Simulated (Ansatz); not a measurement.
Run this with Ansatz 0.2.0 through its Python package and show what comes out.

Contents of `y3mg_y3mg.cif`:
```cif
data_Y3Mg
_cell_length_a 4.945907
_cell_length_b 4.945907
_cell_length_c 4.945907
_cell_angle_alpha 90.00000
_cell_angle_beta 90.00000
_cell_angle_gamma 90.00000
_symmetry_space_group_name_H-M 'P 1'
_symmetry_Int_Tables_number 1
loop_
_symmetry_equiv_pos_as_xyz
'x, y, z'
loop_
_atom_site_label
_atom_site_type_symbol
_atom_site_fract_x
_atom_site_fract_y
_atom_site_fract_z
Y1 Y    0.500000    0.500000    0.000000
Y2 Y    0.500000    0.000000    0.500000
Y3 Y    0.000000    0.500000    0.500000
Mg4 Mg    0.000000    0.000000    0.000000
```

Contents of `y3mg_y.extxyz`:
```text
2
Lattice="3.6474 0.0 0.0 -1.8237 3.15874106 0.0 0.0 0.0 5.7306" Properties=species:S:1:pos:R:3 pbc="T T T"
Y    -0.00000000    2.10582737    1.43265000
Y     1.82370000    1.05291369    4.29795000
```

The script reads `y3mg_mg.cif`:
```cif
data_Mg
_cell_length_a 3.209300
_cell_length_b 3.209300
_cell_length_c 5.210300
_cell_angle_alpha 90.00000
_cell_angle_beta 90.00000
_cell_angle_gamma 120.00000
_symmetry_space_group_name_H-M 'P 1'
_symmetry_Int_Tables_number 1
loop_
_symmetry_equiv_pos_as_xyz
'x, y, z'
loop_
_atom_site_label
_atom_site_type_symbol
_atom_site_fract_x
_atom_site_fract_y
_atom_site_fract_z
Mg1 Mg    0.333333    0.666667    0.250000
Mg2 Mg    0.666667    0.333333    0.750000
```

`formation.py`
```python
"""Formation energy of Y3Mg from the elements, after relaxing atoms and volume at fixed cell shape."""

from collections import Counter
import warnings

import ansatz as az
from ase.io import read
import numpy as np

XC = "r2scan"
ECUT = 500
BETA = 0.4
KSPACING = 0.39
FILLING = "cold"
WIDTH_EV = 0.05


def solve(name, crystal):
    calc = (
        crystal.calculation()
        .functional(XC)
        .basis(ECUT, xc_grid=2)
        .mixing("msr1", ndim=8, beta=BETA)
        .eigensolver("davidson", mixed_precision=False)
        .kpoints(spacing=KSPACING)
        .occupations(FILLING, width=WIDTH_EV)
        .stress()
    )
    calc = calc.relax(force_tolerance=0.01, max_steps=40, fix_cell=["shape"])
    return calc.run(threads=1)


def counts(outcome):
    return Counter(site.symbol for site in outcome.lattice.sites)

def formation_energy(outcome, mu):
    n = counts(outcome)
    return (outcome.report["energy_sigma0_ev"] - sum(k * mu[element] for element, k in n.items())) / sum(n.values())


def volume_per_atom(outcome):
    return abs(np.linalg.det(outcome.lattice.cell_ang)) / len(outcome.lattice.sites)


def main() -> None:
    warnings.simplefilter("ignore")

    phases = {}
    atoms = read("y3mg_y3mg.cif")
    y3mg = az.Crystal.from_ase(atoms)
    phases["Y3Mg"] = y3mg
    y = az.Crystal.from_extxyz("y3mg_y.extxyz")
    phases["Y"] = y
    atoms = read("y3mg_mg.cif")
    mg = az.Crystal.from_ase(atoms)
    phases["Mg"] = mg

    done = {}
    for name, crystal in phases.items():
        done[name] = solve(name, crystal)
        print(f"{name}: {done[name].report['energy_sigma0_ev']:.4f} eV, {len(done[name].lattice.sites)} atoms")

    # energy of one atom in its reference phase
    references = {"Y": "Y", "Mg": "Mg"}
    mu = {element: done[name].report["energy_sigma0_ev"] / len(done[name].lattice.sites) for element, name in references.items()}

    target = done["Y3Mg"]
    heat = formation_energy(target, mu)
    rows = [(name, len(o.lattice.sites), volume_per_atom(o), formation_energy(o, mu)) for name, o in done.items()]
    print("     phase       atoms  V (A^3/atom)  E_form (eV/atom)")
    for row in rows:
        print(f"{str(row[0]):>10}  {row[1]:10d}  {row[2]:12.3f}  {row[3]:16.4f}")


if __name__ == "__main__":
    main()
```

`python formation.py` gives:
```text
Y3Mg: -13505.5195 eV, 4 atoms
Y: -7719.4151 eV, 2 atoms
Mg: -3852.7434 eV, 2 atoms
     phase       atoms  V (A^3/atom)  E_form (eV/atom)
      Y3Mg           4        30.382           -0.0063
         Y           2        33.150            0.0000
        Mg           2        22.639            0.0000
```

Notes:
- These settings explore the input space; cutoff and mesh may be short of convergence.
- Spin is left out of this run.
- For the metals among these phases the mesh is modest: differences between phases can be off by up to 40 meV an atom.
- Atoms and volume are relaxed with the cell's shape held, which in cells of lower than cubic symmetry can hide stresses and shift volumes.
- The cells come from databases of deposited and of computed structures, and not all need be stable phases.
- The compound is the structure given, not necessarily its lowest; energies are at zero temperature, with no correction for gases. A semilocal functional's error on such energies is often 0.05 to 0.1 eV an atom, and 0.1 to 0.3 eV against gases such as O2 or F2.
- Hardware and time: 14 s on 1 thread of Intel(R) Xeon(R) 6975P-C (Granite Rapids), on a shared host, peak memory 0.57 GiB.
